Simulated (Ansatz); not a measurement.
# C3H5AlO2: one species, many methods

Aim: compute C3H5AlO2 with functionals from several rungs and with coupled cluster, and see how far each lands from CCSD(T) at the basis-set limit for the atomisation energy.

The runs use Ansatz 0.2.0, Gaussian basis; functionals in def2-TZVPP, the program's frozen cores in correlated methods.

Levels to be run: LDA (SPW92), PBE-D4, revPBE-D4, BLYP-D4, r2SCAN-D4, B97M-V, PBE0-D4, B3LYP-D4, r2SCANh-D4, r2SCAN0-D4, HSE06-D4, BHLYP-D4, CAM-B3LYP-D4, LC-ωPBE, ωB97X-V, ωB97M-V, B2PLYP, PBE-QIDH; CCSD(T)/def2-SVP; CCSD(T)/def2-TZVPP; MP2/def2-QZVPP; extrapolation to the limit; RPA on PBE.

### 1 Structure used throughout

All runs share one geometry, relaxed beforehand with PBE0-D4 in a triple-zeta def2 set.

SMILES `C#CO[CH2][AlH][OH]`, 11 atoms, charge 0, spin multiplicity 1.

Atoms are counted from 1 here; the program's logs count them from 0.

Bond lengths: C1–C2 1.215 Å, C1–H7 1.065 Å, C2–O3 1.271 Å, O3–C4 1.513 Å, C4–Al5 2.039 Å, C4–H8 1.091 Å, C4–H9 1.091 Å, Al5–O6 1.705 Å, Al5–H10 1.580 Å, O6–H11 0.955 Å. Angles: C2–C1–H7 168.4°, C1–C2–O3 169.6°, C2–O3–C4 104.6°, O3–C4–Al5 102.5°, O3–C4–H8 105.0°, O3–C4–H9 104.7°, Al5–C4–H8 117.1°, Al5–C4–H9 117.3°, H8–C4–H9 108.5°, C4–Al5–O6 118.3°, C4–Al5–H10 120.3°, O6–Al5–H10 115.7°, Al5–O6–H11 124.6°.

Coordinates:

| atom | x (Å) | y (Å) | z (Å) |
| --- | --- | --- | --- |
| C1 | -0.56352 | 1.29758 | 1.25123 |
| C2 | -1.14889 | 0.27683 | 0.94995 |
| O3 | -1.59537 | -0.81413 | 0.47529 |
| C4 | -0.68367 | -1.12402 | -0.69137 |
| Al5 | 0.68015 | 0.38951 | -0.60163 |
| O6 | 2.22707 | 0.04817 | 0.02794 |
| H7 | -0.21442 | 2.22012 | 1.65266 |
| H8 | -1.33941 | -1.15018 | -1.56313 |
| H9 | -0.32260 | -2.13556 | -0.49865 |
| H10 | 0.60821 | 1.58903 | -1.62684 |
| H11 | 2.41775 | -0.65446 | 0.64527 |

### 2 LDA

This LDA is Slater exchange with PW92 correlation.

Input file in.yaml:

```yaml
crystal:
  periodic: [false, false, false]
  atoms:
    - {symbol: C, position_ang: [-0.563520, 1.297585, 1.251226]}
    - {symbol: C, position_ang: [-1.148889, 0.276828, 0.949953]}
    - {symbol: O, position_ang: [-1.595370, -0.814132, 0.475286]}
    - {symbol: C, position_ang: [-0.683671, -1.124021, -0.691374]}
    - {symbol: Al, position_ang: [0.680151, 0.389511, -0.601632]}
    - {symbol: O, position_ang: [2.227071, 0.048173, 0.027937]}
    - {symbol: H, position_ang: [-0.214423, 2.220121, 1.652659]}
    - {symbol: H, position_ang: [-1.339407, -1.150178, -1.563129]}
    - {symbol: H, position_ang: [-0.322603, -2.135561, -0.498652]}
    - {symbol: H, position_ang: [0.608214, 1.589033, -1.626844]}
    - {symbol: H, position_ang: [2.417748, -0.654459, 0.645269]}
basis:
  gaussian: {orbitals: def2-TZVPP}
hamiltonian: {xc: lda}
output: {orbitals: {seedname: orbitals}}
```

The runs that follow: PBE-D4 (GGA); revPBE-D4 (GGA); BLYP-D4 (GGA); r2SCAN-D4 (meta-GGA); B97M-V (meta-GGA); PBE0-D4 (hybrid); B3LYP-D4 (hybrid); r2SCANh-D4 (hybrid); r2SCAN0-D4 (hybrid); HSE06-D4 (hybrid); BHLYP-D4 (hybrid); CAM-B3LYP-D4 (range-separated); LC-ωPBE (range-separated); ωB97X-V (range-separated); ωB97M-V (range-separated); B2PLYP (double hybrid); PBE-QIDH (double hybrid); CCSD(T) in def2-SVP; CCSD(T) in def2-TZVPP; MP2 in def2-QZVPP; RPA on PBE orbitals.

**Question.** What will the summary of the whole plan be? Wanted: atomisation energy, CCSD(T)/CBS; farthest beyond LDA; mean size of error, GGA; mean size of error, meta-GGA; mean size of error, hybrid; mean size of error, range-separated; mean size of error, double hybrid; gap, smallest and largest; T1 diagnostic.

As calculated:

| quantity | value |
| --- | --- |
| atomisation energy, CCSD(T)/CBS | 45.064 eV |
| functionals within 0.225 eV (0.5 %) | revPBE-D4, BLYP-D4, r2SCAN-D4, B97M-V, PBE0-D4, B3LYP-D4, HSE06-D4, CAM-B3LYP-D4, LC-ωPBE, ωB97X-V, ωB97M-V |
| farthest beyond LDA | BHLYP-D4 (-2.030 eV) |
| mean size of error, GGA | 0.486 eV |
| mean size of error, meta-GGA | 0.146 eV |
| mean size of error, hybrid | 0.569 eV |
| mean size of error, range-separated | 0.070 eV |
| mean size of error, double hybrid | 0.439 eV |
| gap, smallest and largest | 4.64 eV (LDA (SPW92)), 12.06 eV (LC-ωPBE) |
| T1 diagnostic | 0.0138 |
| triples share of the correlation energy | 4.3 % |

**Reading.** LDA overbinds by 7.425 eV (16 %). PBE-D4 misses by +1.311 eV. Double hybrids carry the basis error of their MP2 part in triple zeta, and no dispersion term here, so their miss is partly the set-up's. The rungs range-separated, meta-GGA miss on average by less than the doubt on the reference (0.225 eV), so they tie. Misses under about 0.225 eV are within the doubt on the reference itself, which lacks core-valence correlation, relativity and higher excitations. Hartree-Fock recovers 69 % of the binding; the rest is correlation. CCSD(T) in def2-SVP is off by -2.640 eV, worse than the median functional, from the basis alone. The gap grows from 4.6 to 12.1 eV across the functionals, mostly with the share of exact exchange.
